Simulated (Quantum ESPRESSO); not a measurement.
Runs of Quantum ESPRESSO 7.5 on Li4P. It takes space group P-62m (No. 189, hexagonal). The conventional cell has a = 4.830 Å, b = 4.830 Å, c = 3.870 Å, α = 90.00°, β = 90.00°, γ = 120.00°. Li (site symmetry m2m) is surrounded by 1 P at 1.85 Å. Li (site symmetry -62m) is surrounded by 2 P at 1.94 Å. P (site symmetry -62m) has 5 Li at 1.85 to 1.94 Å as nearest neighbours. The cell was built by a generator and needn't be a form met in nature.

```tsv
task	level	potentials or basis	cell	k mesh	cutoff (eV)	smearing	most ionic steps	forc conv thr	etot conv thr	ion dynamics	cell dynamics	other keys	gap on the mesh (eV)	pressure (GPa)	largest force (eV/Å)
single point	PBE	SSSP 1.3 efficiency PBE	as given	7 × 7 × 7	748	fermi-dirac 0.05 eV	-	-	-	-	-	-	none	27.3	4.61
relaxation of cell and atoms	PBE	GBRV 1.5 LDA	relaxed to 0.3 kbar	7 × 7 × 7	612	methfessel-paxton 0.1 eV	40	0.0004 Ry/bohr	1e-05 Ry	bfgs	bfgs	-	none	0.1	-
relaxation of cell and atoms	SOGGA	GBRV 1.5 PBE	relaxed to 0.3 kbar	7 × 7 × 7	612	methfessel-paxton 0.1 eV	40	0.0004 Ry/bohr	1e-05 Ry	bfgs	bfgs	mixing_mode = local-TF; diagonalization = paro	none	0.0	-
band structure	BLYP+D2	PseudoDojo 0.5 SR PBE stringent	as given	9 × 9 × 9	1306	cold 0.05 eV	-	-	-	-	-	k = 9 × 9 × 9; startingwfc = random; mixing_mode = local-TF	none	(b)	4.64
real-space fields	PBE+D3M(BJ)	JTH 2.0 PBE	as given	7 × 7 × 7	490	fermi-dirac 0.2 eV	-	-	-	-	-	-	none	22.1	(a)
```

Alike in all rows: no spin polarisation.

Estimate the missing entries.

(a) 4.72; (b) 22.0.

Caveats: so large a pressure means that the cell lies far from this level's equilibrium, or that cutoff or potentials fall short (some runs); the potentials were made for another functional, which shifts forces and pressure (some runs); forces of over 1 eV/Å show positions far from the minimum, so gaps and moduli don't describe the material at rest (some runs); pairwise dispersion overbinds metals, which lowers pressure and volume (some runs); SOGGA exchange is joined with the correlation of PBE here (some runs); the cutoff is low for these files, which shifts pressure and relaxed volume (some runs).

A gap of «none» marks a metal or a gap under the smearing width.
